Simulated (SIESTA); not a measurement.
Cd2S:

```xyz
3
Lattice="3.9627 0.0000 0.0000 -1.9813 3.4318 0.0000 0.0000 0.0000 5.8092" Properties=species:S:1:pos:R:3 pbc="T T T"
Cd    0.0000    2.2878    5.4183
Cd    1.9813    1.1439    3.3620
S     0.0000    2.2878    2.1245
```

The cell comes from a database or a generator and needn't be the stable form of this composition.

```yaml
Program: SIESTA 5.4.2
Task: relaxation of cell and atoms
Functional: PBEsol
Potentials_or_basis: PseudoDojo 0.4 standard (PBEsol files)
Basis: DZP (energy shift 0.003 Ry; two zetas on semicore shells)
Grid_cutoff: 1200 Ry
Energy_shift: 0.003 Ry
k_mesh: 6 × 6 × 4
Occupations: fermi-dirac, width 0.05 eV
Spin: no spin polarisation
```

At the start: pressure -3.6 GPa; volume 26.33 Å³/atom.

Q: How do energy, volume and symmetry change on relaxing?

A: Over 17 steps the energy falls by 27.2 meV/atom and the volume is 24.02 Å³/atom (-8.8 %); space group P3m1 (No. 156, to 0.05 Å).

Step by step:
```
step  energy change (eV)  largest force (eV/Å)  pressure (GPa)  volume (Å³)
   1              0.0000                0.1479           -3.56        79.00
   2             -0.0080                0.1076           -3.35        78.66
   3             -0.0481                0.1771           -1.73        76.14
   4              0.0096                0.6911           -3.52        77.11
   5             -0.0315                0.5866           -2.37        75.25
   6             -0.0532                0.5312            0.07        71.70
   7             -0.0614                0.1262            1.96        69.93
   8             -0.0713                0.2157            0.68        71.31
   9             -0.0639                0.3690           -1.23        73.70
  10             -0.0531                0.1021            2.61        69.21
  11             -0.0751                0.2026           -0.18        72.48
  12             -0.0744                0.0843            0.88        71.24
  13             -0.0460                0.3163            3.29        68.93
  14             -0.0808                0.0690           -0.13        72.36
  15             -0.0782                0.0941           -0.83        73.18
  16             -0.0814                0.0080           -0.14        72.26
  17             -0.0816                0.0023            0.02        72.06
```

Final structure:
```yaml
crystal:
  lattice:
    - [3.80649, -0.00005, -0.00003]
    - [-1.90329, 3.29649, 0.00003]
    - [-0.00004, 0.00002, 5.74254]
  atoms:
    - { symbol: Cd, position: [0.33333, 0.66667, 0.93357] }
    - { symbol: Cd, position: [0.66667, 0.33333, 0.58366] }
    - { symbol: S, position: [0.33334, 0.66666, 0.36247] }
```

Caveat: the basis of atomic orbitals isn't converged, which shifts pressures, moduli and gaps.
